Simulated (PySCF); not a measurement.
# RbPb: bond curves at several levels of theory

Aim: find the lowest electronic state of RbPb, scan its bond at several levels of theory, and get bond length, wavenumber and dissociation energy from each curve.

Program: PySCF 2.14.0. Level of theory: Rb def2-SVP with ECP28, Pb def2-SVP with ECP60, scalar-relativistic core potentials. These are calculated values, not measurements.

## (1) Input

Settings of the job:

* atoms: Rb, Pb
* charge: 0
* basis: Rb def2-SVP with ECP28, Pb def2-SVP with ECP60
* Hamiltonian: scalar-relativistic core potentials
* basis functions: 50
* electrons treated: 31
* masses in u: 84.9118, 207.9766
* levels: PBE0, PBE, r²SCAN, TPSS, BLYP, B2PLYP, HF, MP2, SCS-MP2, CCSD, CCSD(T)
* grid: 80 radial by 434 angular points
* occupations: held fixed by the projection of orbital angular momentum
* dissociation limit: Rb + Pb, each in its ground configuration
* starting distance in angstrom: 3.455
* values of 2S to try: 1, 3

Started as:

```bash
> OMP_NUM_THREADS=1 python dia.py task.json out
```

Further steps of the session: The PBE0 curve of the state that the search chose; Other states along the same grid; PBE; r²SCAN; TPSS; BLYP (GGA); B2PLYP (double hybrid); UHF; Correlated methods on the Hartree–Fock reference.

Q: Predict the outcome of this session. Wanted: for each run, Re; ωe; De; μ.

**Answer**, as computed:

Lowest PBE0 solution found, without spin–orbit coupling: ⁴Σ⁻ (quartet), unpaired electrons σ ↑, π ↑↑. State 2 has its PBE0 minimum 0.44 eV higher, as a spin-mixed determinant (⟨S²⟩ = 1.76), so this is no gap between pure states. State 3 has its PBE0 minimum 0.48 eV higher, as a spin-mixed determinant (⟨S²⟩ = 1.76), so this is no gap between pure states. State 4 has its PBE0 minimum 0.52 eV higher. The other levels ran on the lowest alone.

| level | Re (Å) | ωe (cm⁻¹) | De (eV) | μ (D) |
| --- | --- | --- | --- | --- |
| UHF | 3.599 | 84.9 | 0.85 | -12.23 |
| UHF-MP2 | 3.511 | 89.6 | 1.10 | n/a |
| UHF-SCS-MP2 | 3.525 | 89.0 | 0.98 | n/a |
| UHF-CCSD | 3.524 | 88.5 | 1.03 | n/a |
| UHF-CCSD(T) | 3.521 | 88.6 | 1.05 | n/a |
| PBE | 3.512 | 82.6 | 1.17 | -8.98 |
| BLYP | 3.571 | 77.0 | 0.98 | -8.36 |
| TPSS | 3.518 | 83.3 | 1.25 | -9.76 |
| r²SCAN | 3.498 | 87.4 | 1.34 | -10.55 |
| PBE0 | 3.489 | 86.7 | 1.17 | -10.01 |
| B2PLYP | 3.515 | 85.9 | 1.02 | -10.44 |

De is counted to Rb + Pb in their ground configurations. A positive dipole means Rb(−)Pb(+).

Differences from CCSD(T) in the same basis:

| level | Re (mÅ) | ωe (%) |
| --- | --- | --- |
| UHF | +78 | -4.2 |
| UHF-MP2 | -9 | +1.2 |
| UHF-SCS-MP2 | +4 | +0.4 |
| UHF-CCSD | +3 | 0.0 |
| PBE | -9 | -6.7 |
| BLYP | +50 | -13.1 |
| TPSS | -3 | -5.9 |
| r²SCAN | -23 | -1.3 |
| PBE0 | -31 | -2.1 |
| B2PLYP | -6 | -3.1 |

**Reading.** Against CCSD(T) in the same basis, the bond length is nearest at UHF-CCSD and TPSS (3 mÅ off) and farthest at UHF (+78 mÅ); the wavenumber is nearest at UHF-CCSD (0.0 %) and farthest at BLYP (-13.1 %). CCSD(T) in a basis this small is itself some way from its limit, more so than the functionals. Of the levels with a De here, UHF gives the least (0.85 eV) and r²SCAN the most (1.34 eV).

Correlated steps freeze 4 core orbitals. Spin–orbit coupling is left out, which matters for elements this heavy, above all for dissociation energies. B2PLYP dipoles, levels and charges come from its SCF part alone. With spin–orbit coupling the term label itself may not hold.
